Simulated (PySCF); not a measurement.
# SnH3Cl (SMILES [Cl][SnH3]): levels of theory compared

We compute a comparison of 3 runs (HF/def2-TZVP, SVWN5/3-21G, MP2/def2-TZVP) of SnH3Cl. 

Program for the calculation: PySCF 2.14.0.

## Step 1: Starting point

The species is SnH3Cl (5 atoms), meant as a singlet with charge 0. As SMILES, `[Cl][SnH3]`. The coordinates come from a PBE0-D4/def2-TZVP relaxation.

Bond lengths: Cl1–Sn2 2.334 Å, Sn2–H3 1.700 Å, Sn2–H4 1.700 Å, Sn2–H5 1.700 Å. Angles: Cl1–Sn2–H3 106.1°, Cl1–Sn2–H4 106.1°, Cl1–Sn2–H5 106.1°, H3–Sn2–H4 112.7°, H3–Sn2–H5 112.7°, H4–Sn2–H5 112.7°.

## Step 2: Energy and forces at HF/def2-TZVP (core potential) (run 1)

Input file run.py:

```python
# [Cl][SnH3]
from pyscf import gto, scf

molecule = gto.M(
    atom='''
Cl    -3.475962     0.628145     1.946229
Sn     0.319175    -0.084093    -0.184248
H     -0.227712     0.685782    -3.254864
H      0.987760    -3.201574     0.209949
H      2.491037     1.832845     1.204511
''',
    verbose=3,
    ecp={'Sn': 'def2-svp'},
    spin=0,
    unit='bohr',
    max_memory=1860,
    charge=0,
    basis='def2-tzvp',
)

mf = scf.RHF(molecule)
mf.conv_tol = 1e-10
mf.kernel()
if not mf.converged:
    mf = mf.newton().run(mf.mo_coeff, mf.mo_occ)

energy = mf.e_tot
print('E(%s) = %.9f' % ('HF', energy))
grad = mf.nuc_grad_method().kernel()
mf.analyze()
```

Launch:

```console
$ OMP_NUM_THREADS=1 python run.py
```

Log:

```text
converged SCF energy = -674.635666621598
[... 24 lines left out ...]
MO #15  energy= -1.05815202907783  occ= 2
[... 17 lines left out ...]
MO #33  energy= 0.382372905271576  occ= 0
[... 17 lines left out ...]
MO #51  energy= 0.985308949440302  occ= 0
[... 17 lines left out ...]
MO #69  energy= 2.13674436030399   occ= 0
[... 17 lines left out ...]
MO #87  energy= 2.69584029260349   occ= 0
[... 17 lines left out ...]
MO #105 energy= 114.083603052083   occ= 0
[... 6 lines left out ...]
Dipole moment(X, Y, Z, Debye):  2.33489, -0.43800, -1.31065
```

It took 32 s on 1 thread of Intel Xeon at 2.50GHz (Skylake/Cascade Lake), shared host; peak memory 0.24 GiB.

## Step 3: Energy and gradient at SVWN5/3-21G (run 2)

Input file geometry.xyz:

```xyz
5

Cl    -1.839400     0.332400     1.029900
Sn     0.168900    -0.044500    -0.097500
H     -0.120500     0.362900    -1.722400
H      0.522700    -1.694200     0.111100
H      1.318200     0.969900     0.637400
```

Input file job.py:

```python
import pyscf.grad
from pyscf import gto, dft

molecule = gto.Mole()
molecule.atom = 'geometry.xyz'
molecule.verbose = 3
molecule.charge = 0
molecule.basis = '3-21g'
molecule.max_memory = 1860
molecule.spin = 0
molecule.build()

myscf = dft.RKS(molecule)
myscf.xc = 'svwn'
myscf.conv_tol = 1e-10
myscf.grids.level = 5
myscf.kernel()
if not myscf.converged:
    myscf = myscf.newton().run(myscf.mo_coeff, myscf.mo_occ)

e_final = myscf.e_tot
print('E(%s) = %.9f' % ('SVWN5', e_final))
grad = myscf.Gradients().kernel()
dip = myscf.dip_moment()
pop, q = myscf.mulliken_pop()
```

Launch:

```console
$ OMP_NUM_THREADS=1 python job.py
```

Log:

```text
converged SCF energy = -6451.63675537066
[... 9 lines left out ...]
Dipole moment(X, Y, Z, Debye):  2.75138, -0.51620, -1.54448
[... 56 lines left out ...]
charge of    4H =     -0.06518
```

Run time: 9.9 s. Hardware: 1 thread of Intel Xeon at 2.50GHz (Skylake/Cascade Lake), shared host; peak memory 0.29 GiB.

## Step 4: Energy and forces at MP2/def2-TZVP (core potential) (run 3)

Input file run.py:

```python
from pyscf import gto, scf, mp

mol = gto.Mole()
mol.atom = [
    ('Cl', (-1.839400, 0.332400, 1.029900)),
    ('Sn', (0.168900, -0.044500, -0.097500)),
    ('H', (-0.120500, 0.362900, -1.722400)),
    ('H', (0.522700, -1.694200, 0.111100)),
    ('H', (1.318200, 0.969900, 0.637400)),
]
mol.charge = 0
mol.ecp = {'Sn': 'def2-svp'}
mol.basis = 'def2-tzvp'
mol.verbose = 4
mol.max_memory = 1860
mol.build()

calc0 = scf.RHF(mol)
calc0.conv_tol = 1e-10
calc0.kernel()
if not calc0.converged:
    calc0 = calc0.newton().run(calc0.mo_coeff, calc0.mo_occ)

pt = mp.MP2(calc0, frozen=9).run()
e_final = pt.e_tot
print('E = %.10f Eh' % e_final)
grad = pt.nuc_grad_method().kernel()
dip = calc0.dip_moment()
pop, q = calc0.mulliken_pop()
```

Launch:

```console
$ OMP_NUM_THREADS=1 python run.py
```

Log:

```text
PySCF version 2.14.0

[... 61 lines left out ...]
converged SCF energy = -674.635666621347
[... 17 lines left out ...]
Dipole moment(X, Y, Z, Debye):  2.33489, -0.43800, -1.31065
[... 111 lines left out ...]
charge of    4H =     -0.06136
```

It took 50 s on 1 thread of Intel Xeon at 2.50GHz (Skylake/Cascade Lake), shared host; peak memory 1.8 GiB.

## Step 5: All runs side by side

```csv
run,level,core potential,integration grid,energy (Eh),dipole moment (D) of the reference,HOMO energy (eV),LUMO energy (eV),wall time
1,HF/def2-TZVP (core potential),def2-svp,–,-674.635667,2.71,-11.83,1.86,32 s
2,SVWN5/3-21G,–,5,-6451.636755,3.20,-7.24,-1.83,9.9 s
3,MP2/def2-TZVP (core potential),def2-svp,–,-675.145093,2.71,-11.83,1.86,50 s
```

## Step 6: Outcome

```
                                          quantity          value
                               run 3: total energy  -675.14509 Eh
       run 3: dipole moment (Hartree–Fock density)         2.71 D
        run 3: HOMO energy (Hartree–Fock orbitals)      -11.83 eV
        run 3: LUMO energy (Hartree–Fock orbitals)        1.86 eV
      run 3: HOMO–LUMO gap (Hartree–Fock orbitals)       13.69 eV
run 3: correlation energy (9 core orbitals frozen)     -509.4 mEh
                   run 3: largest force on an atom     0.284 eV/Å
```

In words: Some runs of one species differ in core potentials or relativity; totals across that change don't compare. In run 2 relativity is left out where basis or elements ask for it. All runs together took 93 s, the longest 50 s.
